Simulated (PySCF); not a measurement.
Input of a PySCF 2.14.0 run:

File run.py:

```python
import json
import numpy as np
from pyscf.pbc import gto, scf, dft, df
from pyscf.pbc.tools import pyscf_ase
from ase import Atoms

atoms = Atoms(['O', 'B', 'O', 'H', 'H', 'H'],
              cell=[[12.0, 0.0, 0.0], [0.0, 11.0, 0.0], [0.0, 0.0, 12.0]],
              scaled_positions=[[0.408187, 0.453327, 0.48048], [0.505737, 0.498689, 0.495127], [0.550762, 0.496751, 0.594751], [0.37963, 0.460615, 0.406178], [0.551305, 0.551165, 0.418348], [0.62707, 0.534562, 0.601074]],
              pbc=True)
cell = pyscf_ase.cell_from_ase(atoms)
cell.basis = 'def2-svp'
cell.exp_to_discard = 0
cell.precision = 1e-08
cell.max_memory = 2520  # MB
cell.verbose = 4
cell.build()

res = {}
kpts = cell.make_kpts([1, 1, 1])
mf = dft.KRKS(cell, kpts, xc='pbe')
mf = mf.density_fit()
mf.with_df._cderi_to_save = 'cderi.h5'
mf.with_df.build(j_only=False)
mf.conv_tol = 1e-07
mf.max_cycle = 60

mf.kernel()
res.update(converged=bool(mf.converged), e_tot=mf.e_tot, nelec=cell.nelectron, nao=cell.nao, mesh=list(map(int, cell.mesh)), a=cell.lattice_vectors().tolist(), coords=cell.atom_coords().tolist(),
           mo_energy=[np.real(x).tolist() for x in mf.mo_energy], mo_occ=[np.real(x).tolist() for x in mf.mo_occ])
res.update(kpts=cell.get_scaled_kpts(kpts).tolist())
res['parts'] = {k: float(np.real(v)) for k, v in mf.scf_summary.items() if np.isscalar(v)}
json.dump(res, open('results.json', 'w'))
if not mf.converged:
    raise SystemExit('SCF not converged')

print('levels (eV)')
for i, kp in enumerate(res['kpts'][:40]):
    print('k %7.4f %7.4f %7.4f  ' % tuple(kp), ' '.join('%.3f' % (x * 27.211386) for x in res['mo_energy'][i][:17]))

# Mulliken populations
dm, s = np.asarray(mf.make_rdm1()), np.asarray(mf.get_ovlp())
sites = cell.aoslice_by_atom()[:, 2:]
tot = np.einsum('kij,kji->i', dm, s).real / len(kpts)
res['mulliken'] = [cell.atom_charge(i) - tot[a0:a1].sum() for i, (a0, a1) in enumerate(sites)]
print('Mulliken charges', np.round(res['mulliken'], 5))
res['meta_lowdin'] = mf.mulliken_meta()[1].tolist()

# density on a uniform mesh
grids = dft.gen_grid.UniformGrids(cell)
grids.mesh = [61, 57, 61]
grids.build()
ni = dft.numint.KNumInt()
rho = [ni.get_rho(cell, x, grids, kpts) for x in [dm]]
np.save('rho.npy', np.reshape(rho, (-1, *grids.mesh)))
res['done'] = True
json.dump(res, open('results.json', 'w'))
```

Potentials or basis: def2-svp (all-electron).

Launch:

```console
$ OMP_NUM_THREADS=2 python -u run.py > log
```

Task: Estimate the meta-löwdin charges.

Result: O -0.43; B +0.25; H +0.34, -0.06, +0.33 e.

Task: Estimate the gap between the frontier levels.

Result: 7.45 eV.

Caveat: this is a molecule in a periodic box at the Γ point, so its band gap is the HOMO-LUMO gap; the basis of atomic orbitals isn't converged, which shifts pressures, moduli and gaps.
